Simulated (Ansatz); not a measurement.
# CH₄FNSSi: one species, many methods

How much do the methods differ for CH₄FNSSi? The plan is to run it at one geometry with functionals of several rungs and with coupled cluster. The yardstick is the atomisation energy at the CCSD(T) limit.

The runs use Ansatz 0.2.0, Gaussian basis; functionals in def2-TZVPP, the program's frozen cores in correlated methods.

Plan: PBE-D4, r2SCAN-D4, PBE0-D4, B3LYP-D4, ωB97X-V, ωB97M-V, B2PLYP; CCSD(T)/def2-TZVPP; MP2/def2-QZVPP; extrapolation to the limit.

## 1. Structure used throughout

An earlier PBE0-D4/def2-TZVP relaxation fixed the geometry.

SMILES `N[Si@@H]1S[C@@H]1F`, 9 atoms, charge 0, spin multiplicity 1.

Atoms are counted from 1 here; the program's logs count them from 0.

Bond lengths: N1–Si2 1.692 Å, N1–H6 1.006 Å, N1–H7 1.007 Å, Si2–S3 2.099 Å, Si2–C4 1.844 Å, Si2–H8 1.476 Å, S3–C4 1.854 Å, C4–F5 1.375 Å, C4–H9 1.086 Å. Angles: Si2–N1–H6 121.2°, Si2–N1–H7 121.4°, H6–N1–H7 112.7°, N1–Si2–S3 124.0°, N1–Si2–C4 118.2°, N1–Si2–H8 109.0°, S3–Si2–C4 55.6°, S3–Si2–H8 118.3°, C4–Si2–H8 123.3°, Si2–S3–C4 55.2°, Si2–C4–S3 69.2°, Si2–C4–F5 117.8°, Si2–C4–H9 126.7°, S3–C4–F5 114.2°, S3–C4–H9 112.7°, F5–C4–H9 109.4°.

## 2. PBE-D4 (GGA)

in.yaml

```yaml
crystal:
  periodic: [false, false, false]
  atoms:
    - {symbol: N, position_ang: [-0.083167, 0.822105, 1.402228]}
    - {symbol: Si, position_ang: [-0.091362, -0.532214, 0.388381]}
    - {symbol: S, position_ang: [1.500228, -1.064232, -0.873173]}
    - {symbol: C, position_ang: [-0.071291, -0.255497, -1.434350]}
    - {symbol: F, position_ang: [0.088824, 1.033013, -1.885816]}
    - {symbol: H, position_ang: [-0.179123, 0.726507, 2.399089]}
    - {symbol: H, position_ang: [0.383779, 1.673947, 1.136899]}
    - {symbol: H, position_ang: [-0.862794, -1.611717, 1.035346]}
    - {symbol: H, position_ang: [-0.596593, -0.838111, -2.185806]}
basis:
  gaussian: {orbitals: def2-TZVPP}
hamiltonian: {xc: pbe, dispersion: d4}
output: {forces: true, orbitals: {seedname: orbitals}}
```

On the command line:

```console
ansatz run in.yaml --threads 4 --pin off --events-out ev --progress --plain --max-ram 10444MiB
```

Further steps of the session: r2SCAN-D4 (meta-GGA); PBE0-D4 (hybrid); B3LYP-D4 (hybrid); ωB97X-V (range-separated); ωB97M-V (range-separated); B2PLYP (double hybrid); CCSD(T) in def2-TZVPP; MP2 in def2-QZVPP.

**Question.** What will the summary of the whole plan be? Wanted: atomisation energy, CCSD(T)/CBS; farthest; mean size of error, hybrid; mean size of error, range-separated; gap, smallest and largest; T1 diagnostic; triples share of the correlation energy.

**Answer**, as computed:

```
                               quantity                                 value
        atomisation energy, CCSD(T)/CBS                         3180.3 kJ/mol
 functionals within 15.9 kJ/mol (0.5 %)          r2SCAN-D4, PBE0-D4, B3LYP-D4
                               farthest                 PBE-D4 (+98.4 kJ/mol)
             mean size of error, hybrid                            9.1 kJ/mol
    mean size of error, range-separated                           25.0 kJ/mol
              gap, smallest and largest  5.04 eV (PBE-D4), 11.44 eV (ωB97X-V)
                          T1 diagnostic                                0.0129
triples share of the correlation energy                                 4.1 %
```

In words: PBE-D4 is off by +98.4 kJ/mol, about 10.9 kJ/mol a bond. Double hybrids carry the basis error of their MP2 part in triple zeta, and no dispersion term here, so their miss is partly the set-up's. Misses under about 15.9 kJ/mol are within the doubt on the reference itself, which lacks core-valence correlation, relativity and higher excitations. Hartree-Fock recovers 67 % of the binding; the rest is correlation. The gap grows from 5.0 to 11.4 eV across the functionals, mostly with the share of exact exchange.
